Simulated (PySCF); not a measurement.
# GaH4O4 ([Ga(OH)4]-): the cost of one run

The runs use PySCF 2.14.0, with density-fitted response routines of our own; the level of theory stands in each step. All values are computed, except where a source is named. Atoms count from 0, in the outputs and in this text.

## 1. Starting geometry

9 atoms, charge -1, multiplicity 1; geometry from: GFN2-xTB. The atoms were then displaced at random by about 0.03 Å, so the start is not that level's minimum.

Bonds of the start (Å): Ga0–O1 1.81, Ga0–O3 1.87, Ga0–O5 1.94, Ga0–O7 1.77, O1–H2 0.99, O3–H4 0.87, O5–H6 0.94, O7–H8 0.93.

## 2. Relaxing the molecule at PBE0-D3(BJ)/def2-SVP

The job: settings as JSON, then the geometry in Å.

```
{"job": {"xc": "PBE0", "basis": "def2-SVP", "d3": "d3bj", "grid": 1, "maxiter": 40, "shake": 0.03, "kind": "geom"}, "charge": -1, "multiplicity": 1}
Ga     0.063220    -0.078700     0.013910
O      0.008600     0.023760     1.820550
H     -0.888420     0.330500     2.104230
O      1.837120    -0.030110    -0.577250
H      2.231540     0.542660    -0.052610
O     -0.936450     1.480860    -0.572280
H     -1.168530     1.308640    -1.465160
O     -0.784610    -1.456180    -0.704430
H     -0.229720    -2.190880    -0.592610
```

The run is started by

```
OMP_NUM_THREADS=1 python probes_run.py task.json out
```

This one command runs all jobs of the session in turn.

**Question.** How long does this first job take on 1 thread of Arm Neoverse N1, shared host, and how much memory does it need?

About 88 s, with a peak of 0.42 GiB.
